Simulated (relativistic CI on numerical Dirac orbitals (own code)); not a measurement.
# Ir⁵⁺: 5d valence photoemission multiplets

Wanted: the shape of the 5d valence photoemission spectrum of Ir⁵⁺ in 3 surroundings, from the same atomic integrals.

The numbers are computed with relativistic CI on numerical Dirac orbitals (own code) version 1 (Dirac-Coulomb-Breit CI, KLI orbitals optimised for each configuration, model QED (radiative potential, 1s self-energy scaled to tabulated hydrogen-like ionisation energies), valence Slater integrals scaled by 0.9, multiplet model of photoemission in the sudden approximation in a parametric crystal field), except any that are marked as measured or tabulated.

## Step 1: Starting point

```
ion            : Ir⁵⁺ (Ir VI)
nuclear charge : 77
electrons      : 72
configurations : [Xe] 4f14 5d4 → [Xe] 4f14 5d3
temperature    : 300 K
widths         : Lorentz 0.42 eV, Gauss 0.5 eV
surrounding 1  : Td, 10Dq = -27850 cm⁻¹
surrounding 2  : Td, 10Dq = -35700 cm⁻¹
surrounding 3  : Td, 10Dq = -43500 cm⁻¹
```

## Step 2: Surrounding 1: Td, 10Dq = -27850

The run's settings:

```ini
atom Ir  Z=77  charge=5  electrons=72
nucleus A=193  rms_radius_fm=5.4032
hamiltonian dirac-coulomb  breit=on  qed=on  c_scale=1
orbitals kli  potential=per-configuration
slater_scale 0.9
correlation none
mixing on
configurations
  [Xe] 4f14 5d4
  [Xe] 4f14 5d3
end
photoemission 5d valence T=300 lorentz=0.42 gauss=0.5
crystal_field Td 10Dq=-27850
```

## Step 3: Surrounding 2: Td, 10Dq = -35700

Changes to the settings of step 2:

```diff
@@ -12,2 +12,2 @@
 photoemission 5d valence T=300 lorentz=0.42 gauss=0.5
-crystal_field Td 10Dq=-27850
+crystal_field Td 10Dq=-35700
```

## Step 4: Surrounding 3: Td, 10Dq = -43500

Changes to the settings of step 3:

```diff
@@ -12,2 +12,2 @@
 photoemission 5d valence T=300 lorentz=0.42 gauss=0.5
-crystal_field Td 10Dq=-35700
+crystal_field Td 10Dq=-43500
```

(Steps that only read results are left out.)

**Question.** What will these runs give? Wanted: highest peak, first run; ground spin.

The runs gave:

| surrounding | ground S | centroid (eV) | spread (eV) | up to four highest peaks (% of the highest), eV |
| --- | --- | --- | --- | --- |
| 1: Td | 0.52 | 73.29 | 0.86 | 73.1 (100), 74.9 (6) |
| 2: Td | 0.31 | 73.78 | 0.76 | 73.7 (100) |
| 3: Td | 0.21 | 74.31 | 0.71 | 74.2 (100) |

```
                           quantity         value
            highest peak, first run       73.1 eV
ground spin (effective S from ⟨S²⟩)  0.21 to 0.52
```

**Reading.** The position of the maximum differs by up to 1.1 eV between the surroundings, by shifts of peaks or by peaks exchanging rank. Energies are those of the free ion without screening by ligands; binding energies in solids differ by tens of eV.
